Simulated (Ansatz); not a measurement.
A run of Ansatz 0.2.0:

File input.yaml:

```yaml
crystal:
  lattice:
    - [3.9170223818, 0.0, 0.0]
    - [-1.9585111909, 3.3922408898, 0.0]
    - [0.0, 0.0, 4.341034]
  atoms:
    - { symbol: Br, position: [0.3333333333, 0.6666666667, 0.5] }
    - { symbol: Ca, position: [0.0, 0.0, 0.0] }
hamiltonian:
  xc: pbe
  pseudopotentials: { kind: paw }
kpoints:
  mp_grid: { grid: [8, 8, 6] }
scf:
  occupations: { method: fermi_dirac, width: 0.05 }
output:
  forces: true
  stress: true
  eigenvalues: true
  write_density: true
  write_potential: true
  elf: true
  volumetric_format: npy
relax:
  f_tol: 0.01
  max_steps: 40
  cell: { stress_tol: 0.05, p_target: 5.0 }
```

Potentials or basis: Ansatz PAW.

The run is started by

```console
$ ansatz run input.yaml --threads 2 --pin off --max-ram 5632MiB --backend cpu --events-out ev --progress --plain --runs-dir out
```

Hardware: 2 threads of Intel(R) Xeon(R) Platinum 8259CL CPU @ 2.50GHz (Skylake/Cascade Lake) (shared host).

Estimate the wall time of this run.

It took 8.2 s on 2 threads of Intel(R) Xeon(R) Platinum 8259CL CPU @ 2.50GHz (Skylake/Cascade Lake) (shared host), peak memory 0.4 GiB. Counts: scf iterations 28, plane waves 997, k points 40, bands 13, ion steps 5.
